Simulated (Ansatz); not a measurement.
# CH6OSi2: small, medium and large basis sets

One table from this session's results is given with a row withheld; the runs are named, their logs left out.

The runs use Ansatz 0.2.0, Gaussian basis; one geometry, several basis sets.

Plan: PBE0-D4/def2-SVP; ωB97M-V/def2-SVP; PBE0-D4/def2-QZVPP; ωB97M-V/def2-QZVPP; the functionals' def2-TZVPP values are taken from earlier runs.

## Structure used throughout

All runs share one geometry, relaxed beforehand with PBE0-D4 in a triple-zeta def2 set.

SMILES `O=C([SiH3])[SiH3]`, 10 atoms, charge 0, spin multiplicity 1.

Atoms are counted from 1 here; the program's logs count them from 0.

Bond lengths: O1–C2 1.212 Å, C2–Si3 1.942 Å, C2–Si4 1.942 Å, Si3–H5 1.488 Å, Si3–H6 1.488 Å, Si3–H7 1.482 Å, Si4–H8 1.482 Å, Si4–H9 1.488 Å, Si4–H10 1.488 Å. Angles: O1–C2–Si3 119.9°, O1–C2–Si4 119.9°, Si3–C2–Si4 120.3°, C2–Si3–H5 108.3°, C2–Si3–H6 108.3°, C2–Si3–H7 109.7°, H5–Si3–H6 108.2°, H5–Si3–H7 111.1°, H6–Si3–H7 111.1°, C2–Si4–H8 109.7°, C2–Si4–H9 108.3°, C2–Si4–H10 108.3°, H8–Si4–H9 111.1°, H8–Si4–H10 111.1°, H9–Si4–H10 108.2°.

Set-up of the first run:

Contents of in.yaml:

```yaml
crystal:
  periodic: [false, false, false]
  atoms:
    - {symbol: O, position_ang: [1.571284, -0.710476, -1.068959]}
    - {symbol: C, position_ang: [0.633605, -0.287530, -0.427836]}
    - {symbol: Si, position_ang: [-0.073302, 1.482795, -0.801127]}
    - {symbol: Si, position_ang: [-0.155312, -1.382578, 0.969163]}
    - {symbol: H, position_ang: [-1.508167, 1.344434, -1.168578]}
    - {symbol: H, position_ang: [0.012334, 2.292012, 0.444233]}
    - {symbol: H, position_ang: [0.700817, 2.109093, -1.899002]}
    - {symbol: H, position_ang: [0.551497, -2.683210, 1.044099]}
    - {symbol: H, position_ang: [-0.052696, -0.642376, 2.255477]}
    - {symbol: H, position_ang: [-1.596961, -1.573362, 0.655629]}
basis:
  gaussian: {orbitals: def2-SVP}
hamiltonian: {xc: pbe0, dispersion: d4}
output: {orbitals: {seedname: orbitals}}
```

Run with:

```console
ansatz run in.yaml --threads 2 --pin off --events-out ev --progress --plain --max-ram 4352MiB
```

Steps of the session up to this table: PBE0-D4 in def2-SVP; ωB97M-V in def2-SVP; PBE0-D4 in def2-QZVPP; ωB97M-V in def2-QZVPP.

One of the session's tables, all rows but one given; the rest of the session is left out.

It belongs to the step «Functionals by basis». 

| functional | basis | HOMO (eV) | LUMO (eV) |
| --- | --- | --- | --- |
| PBE0-D4 | def2-SVP | -6.45 | -1.76 |
| PBE0-D4 | def2-TZVPP | ? | ? |
| PBE0-D4 | def2-QZVPP | -6.58 | -2.00 |
| ωB97M-V | def2-SVP | -8.62 | 0.59 |
| ωB97M-V | def2-TZVPP | -8.75 | 0.33 |
| ωB97M-V | def2-QZVPP | -8.78 | 0.27 |

**Question.** Estimate the row for PBE0-D4, def2-TZVPP.

**Answer.** HOMO (eV): -6.56; LUMO (eV): -1.96. In the column «HOMO (eV)» it lies between PBE0-D4, def2-QZVPP (-6.58) and PBE0-D4, def2-SVP (-6.45).
